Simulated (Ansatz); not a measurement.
Working through a rigid scan of one bond length of C2H6BCl, SMILES CCBCl

Computed with Ansatz's Python interface.

The script reads `c2h6bcl.xyz`:
```text
10

C    -0.77720    0.81570    0.01370
C    -0.05280   -0.32650    0.56700
B     1.12320   -0.73860   -0.40250
Cl    0.89900   -1.38090   -2.08630
H    -1.27460    0.59260   -0.99740
H    -1.64370    1.14920    0.70030
H    -0.13200    1.74360   -0.11670
H    -0.69180   -1.17490    0.68350
H     0.36430   -0.03400    1.60570
H     2.26880   -0.69750    0.03560
```

Interactive session:
```pycon
>>> import ansatz as az
>>> import numpy as np
>>> geometry = az.Crystal.molecule_from_extxyz("c2h6bcl.xyz")
>>> symbols = [site.symbol for site in geometry.cartesian_sites]
>>> start = np.array([site.position_ang for site in geometry.cartesian_sites])
>>> axis = (start[4] - start[0]) / np.linalg.norm(start[4] - start[0])
>>> moving = [4]
>>> lengths, energies = [1.011, 1.057, 1.103, 1.149, 1.195, 1.241, 1.287, 1.355], []
>>> for length in lengths:
...     xyz = start.copy()
...     xyz[moving] += (length - np.linalg.norm(start[4] - start[0])) * axis
...     point = az.Crystal.molecule()
...     for symbol, place in zip(symbols, xyz):
...         point = point.atom(symbol, place.tolist())
...     model = point.calculation().basis(gaussian="def2-SVP").functional("B3LYP", dispersion="d3bj")
...     r = model.run().report
...     energies.append(r["free_energy_ev"])
...     print(f"r = {length:6.3f} A  E = {energies[-1]:.5f} eV  <S^2> = {abs(r['mean_field']['state']['spin_squared']):.3f}")
...
r =  1.011 A  E = -15366.33240 eV  <S^2> = 0.000
r =  1.057 A  E = -15366.45931 eV  <S^2> = 0.000
r =  1.103 A  E = -15366.49621 eV  <S^2> = 0.000
r =  1.149 A  E = -15366.46406 eV  <S^2> = 0.000
r =  1.195 A  E = -15366.37939 eV  <S^2> = 0.000
r =  1.241 A  E = -15366.25530 eV  <S^2> = 0.000
r =  1.287 A  E = -15366.10225 eV  <S^2> = 0.000
r =  1.355 A  E = -15365.84124 eV  <S^2> = 0.000
>>> # quartic fit about the minimum
>>> fit = np.polynomial.Polynomial.fit(lengths, np.array(energies) - min(energies), 4).convert()
>>> roots = [r.real for r in fit.deriv().roots() if abs(r.imag) < 1e-9 and fit.deriv(2)(r.real) > 0]
>>> r_e = min(roots, key=lambda r: abs(r - lengths[int(np.argmin(energies))]))
>>> print(f"minimum of the fit at {r_e:.4f} A, force constant {fit.deriv(2)(r_e):.2f} eV/A^2")
minimum of the fit at 1.1027 A, force constant 32.80 eV/A^2
```

Caveats:
- Total energies depend on the basis set; only differences at equal settings carry meaning.
- The rest of the molecule is held rigid at a force-field or estimated start geometry, and the basis set is modest; single-reference methods fail as a bond breaks.
- b3lyp holds the VWN-RPA fit, as in Gaussian; the form of ORCA and Turbomole is b3lyp5.
- The orbitals are restricted, so S² is zero by construction.
- Run time: 26 s on 1 thread of Arm Neoverse V1 (shared host), peak memory 0.24 GiB.
